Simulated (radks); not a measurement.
# Valence configurations of Sr

The task here is to estimate one member of a computed series from the others.

Method: Dirac Kohn-Sham, BLYP, spin-unpolarised, spherical densities, finite nucleus; open shells fill j = l - 1/2 first. Code: radks (a radial shooting solver on a logarithmic mesh, Libxc functionals) version 1.

## The system

| Quantity | Value |
| --- | --- |
| element | strontium (Z = 38) |
| charge | 0 |
| electrons | 38 |
| configuration | [Kr] 5s2 |
| nuclear rms radius | 4.224 fm |
| others tried | 4d2; 5s1 5p1; 5p2; 4d1 5s1; 5s0.5 5p1.5; 5s1.5 5p0.5; 4d0.5 5s1.5; 4d1 5p1 |

The first run:

The run's settings:

```text
Z 38
configuration [Kr] 5s2
relativity Dirac
functional b88,lyp
spin unpolarised
j_filling energy
nucleus finite rms 4.224 fm
c 137.035999084
```

Command:

```console
python run_ks.py task.json out
```

The same process makes all the runs of this session.

Steps of the session up to this table: [Kr] 5s2.

One of the session's tables, all rows but one given; the rest of the session is left out.

It belongs to the step «[Kr] 5s2». Sizes of the orbitals, from the radial functions (bohr):

```
level     <r>  outermost maximum (interpolated)  90 % within  nodes
3p1/2  0.4915                             0.425        0.747      1
3p3/2  0.5020                             0.434        0.763      1
3d3/2       ?                                 ?            ?      ?
3d5/2  0.5000                             0.377        0.811      0
4s1/2   1.356                              1.19         1.99      3
4p1/2   1.547                              1.31         2.33      2
4p3/2   1.582                              1.33         2.38      2
5s1/2   4.309                              3.62         6.43      4
```

**Question.** Estimate the row for 3d3/2.

The run gave: <r>: 0.4963; outermost maximum (interpolated): 0.375; 90 % within: 0.805; nodes: 0. In the column «<r>» it lies between 3p1/2 (0.4915) and 3d5/2 (0.5000).
